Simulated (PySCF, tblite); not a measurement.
# C6H11GaS: geometry, infrared bands and NMR shifts

Aim: predict the infrared bands and NMR shifts of C6H11GaS (`C=[CH][GaH]/[C](C)=C\SC`).

Programs: tblite 0.8.0 and PySCF 2.14.0, with density-fitted response routines of our own. Each step states its level of theory. These are calculated values for one molecule in the gas phase, unless marked as measured. Atoms count from 0, in the outputs and in this text.

### 1 Starting geometry

19 atoms, charge 0, multiplicity 1; geometry from: force field or distance geometry start.

Bonds of the start (Å): C0–C1 1.33, C1–Ga2 2.17, Ga2–C3 2.11, C3–C4 1.47, C3–C5 1.33, C5–S6 1.80, S6–C7 1.82, C0–H8 1.09, C0–H9 1.09, C1–H10 1.09, Ga2–H11 1.68, C4–H12 1.11, C4–H13 1.09, C4–H14 1.11, C5–H15 1.07, C7–H16 1.13, C7–H17 1.10, C7–H18 1.11.

### 2 Geometry optimisation with GFN2-xTB

The job: settings as JSON, then the geometry in Å.

```
{"job": {"kind": "relax", "xc": "GFN2-xTB", "basis": "xTB"}, "charge": 0, "multiplicity": 1}
C     -2.779900    -0.152900     2.817000
C     -2.350200    -0.685900     1.676800
Ga    -0.553800     0.274400     0.923200
C     -0.077300     0.506000    -1.121500
C     -0.702200     1.416300    -2.094400
C      0.912100    -0.332100    -1.435900
S      1.535600    -1.360100    -0.092800
C      3.350500    -1.213100    -0.097800
H     -3.662600    -0.504900     3.348800
H     -2.232000     0.689400     3.226600
H     -2.828000    -1.532700     1.192900
H     -0.547600     1.908900     1.301100
H      0.118400     2.044500    -2.485700
H     -1.468900     2.000900    -1.579500
H     -1.174500     0.819900    -2.909100
H      1.325500    -0.382200    -2.425700
H      3.643900    -0.148800     0.123900
H      3.687500    -1.519700    -1.096100
H      3.793700    -1.818500     0.720700
```

Launch:

```console
OMP_NUM_THREADS=1 python probes_run.py task.json out
```

The driver reads the jobs from task.json and runs them one after another.

**Question.** This job is followed by: GFN2-xTB harmonic vibrations, gas phase; GIAO PBE0/pcSseg-1 NMR shielding, non-relativistic, gas phase. What will the session give for the following? strongest single infrared mode (GFN2-xTB); zero-point energy (GFN2-xTB); 13C shifts against TMS (PBE0/pcSseg-1); 1H shifts against TMS (PBE0/pcSseg-1, means over atoms taken as alike); 33S shifts against CS2 (PBE0/pcSseg-1); shieldings of Ga (PBE0/pcSseg-1).

The runs gave:

| quantity | value |
| --- | --- |
| strongest single infrared mode (GFN2-xTB) | 1533 cm⁻¹, 426 km/mol |
| zero-point energy (GFN2-xTB) | 88.5 kcal/mol |
| 13C shifts against TMS (PBE0/pcSseg-1) | 197.2, 155.3, 146.1, 131.7, 30.4, 28.8 ppm |
| 1H shifts against TMS (PBE0/pcSseg-1, means over atoms taken as alike) | 7.15, 6.82, 6.40, 6.37, 5.40, 2.41, 2.29 ppm |
| 33S shifts against CS2 (PBE0/pcSseg-1) | -27 ppm |
| shieldings of Ga (PBE0/pcSseg-1) | Ga2 1427.3 ppm |

What this shows: The optimisation took 171 steps and gained 0.955 eV; among the close pairs (by a distance rule), Ga2–S6 changed most, from 2.841 to 2.578 Å. No mode is imaginary among the 51: a minimum at this level. The strongest single mode, at 1533 cm⁻¹, moves mainly H11. Unscaled tight-binding wavenumbers are off by several per cent, some by more. Its intensities can rank the bands wrongly. At PBE0/pcSseg-1: Shielding is most anisotropic at S6 (span 303 ppm, paramagnetic term -528 ppm). Spin-orbit coupling is left out, which matters for shieldings and couplings at and beside the heavy atoms.
